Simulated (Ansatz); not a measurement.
# InH₅Se: taking an electron away

Aim: the vertical ionisation energy of InH₅Se, as cation minus neutral at the neutral's geometry, on several levels, and how well −ε(HOMO) stands in for it.

Method: unrestricted cation, the program's frozen cores in correlated methods; program: Ansatz 0.2.0, Gaussian basis.

Levels to be run: UKS PBE-D4/def2-TZVPP; UKS r2SCAN-D4/def2-TZVPP; UKS PBE0-D4/def2-TZVPP; UKS B3LYP-D4/def2-TZVPP; UKS wB97X-V/def2-TZVPP; UKS wB97M-V/def2-TZVPP; UKS B2PLYP/def2-TZVPP; UHF-CCSD(T)/def2-TZVPP; UHF-MP2/def2-QZVPP; extrapolation to the limit; then −ε(HOMO) from the neutral's earlier runs with LDA (SPW92), PBE-D4, revPBE-D4, BLYP-D4, r2SCAN-D4, B97M-V, PBE0-D4, B3LYP-D4, r2SCANh-D4, r2SCAN0-D4, HSE06-D4, BHLYP-D4, CAM-B3LYP-D4, LC-ωPBE, ωB97X-V, ωB97M-V.

### Step 1. The relaxed structure

The geometry comes from an earlier relaxation with PBE0-D4 in a triple-zeta def2 set; it is a stationary point, not always the lowest conformer. In takes the def2 core potential; no spin-orbit term is included.

SMILES `[SeH2+][InH3-]`, 7 atoms, charge 0, spin multiplicity 1.

Atoms are counted from 1 here; the program's logs count them from 0.

Bond lengths: Se1–In2 2.980 Å, Se1–H3 1.468 Å, Se1–H4 1.468 Å, In2–H5 1.731 Å, In2–H6 1.728 Å, In2–H7 1.731 Å. Angles: In2–Se1–H3 94.2°, In2–Se1–H4 94.1°, H3–Se1–H4 91.4°, Se1–In2–H5 94.1°, Se1–In2–H6 95.1°, Se1–In2–H7 94.2°, H5–In2–H6 119.5°, H5–In2–H7 119.2°, H6–In2–H7 119.5°.

### Step 2. Cation, UKS PBE-D4/def2-TZVPP

in.yaml reads:

```yaml
crystal:
  periodic: [false, false, false]
  atoms:
    - {symbol: Se, position_ang: [-1.031997, -1.328706, 0.500012]}
    - {symbol: In, position_ang: [0.497701, 1.176831, -0.010189]}
    - {symbol: H, position_ang: [0.160460, -2.184654, 0.497188]}
    - {symbol: H, position_ang: [-1.272483, -1.596851, -0.922953]}
    - {symbol: H, position_ang: [-0.033955, 1.314721, -1.651573]}
    - {symbol: H, position_ang: [-0.294917, 2.094215, 1.221303]}
    - {symbol: H, position_ang: [2.036392, 0.456544, 0.320611]}
basis:
  gaussian: {orbitals: def2-TZVPP}
total_charge: 1
magnetization: {spin_polarized: true, initial_magnetization: 1}
hamiltonian: {xc: pbe, dispersion: d4}
```

Started as:

```console
ansatz run in.yaml --threads 4 --pin off --events-out ev --progress --plain --max-ram 10444MiB
```

The runs that follow: Cation, UKS r2SCAN-D4/def2-TZVPP; Cation, UKS PBE0-D4/def2-TZVPP; Cation, UKS B3LYP-D4/def2-TZVPP; Cation, UKS wB97X-V/def2-TZVPP; Cation, UKS wB97M-V/def2-TZVPP; Cation, UKS B2PLYP (frozen core)/def2-TZVPP; Cation, UHF-CCSD(T)/def2-TZVPP; Cation, UHF-MP2/def2-QZVPP.

Before running them: what should the planned runs give, taken together? Wanted: ionisation energy, CCSD(T)/CBS; nearest functional by difference; nearest −ε(HOMO); −ε(HOMO) of PBE; T1 of the cation.

As calculated:

```
                        quantity               value
  ionisation energy, CCSD(T)/CBS            10.03 eV
nearest functional by difference  ωB97X-V (+0.00 eV)
                nearest −ε(HOMO)  ωB97X-V (-0.03 eV)
                 −ε(HOMO) of PBE             6.43 eV
                T1 of the cation               0.028
```

What this shows: By cation minus neutral, the functionals miss by 0.67 eV at most. −ε(HOMO) of PBE misses by 3.6 eV, since self-interaction lifts the level. Among orbital estimates ωB97X-V comes nearest. Hartree-Fock falls 0.81 eV short, as the neutral has more correlation energy than the cation. Correlated methods include outer-core shells of In, Se, which these sets cover unevenly. With outer-core shells in play the reference is unsure by up to some tenths of an eV, so close misses can't be ranked.
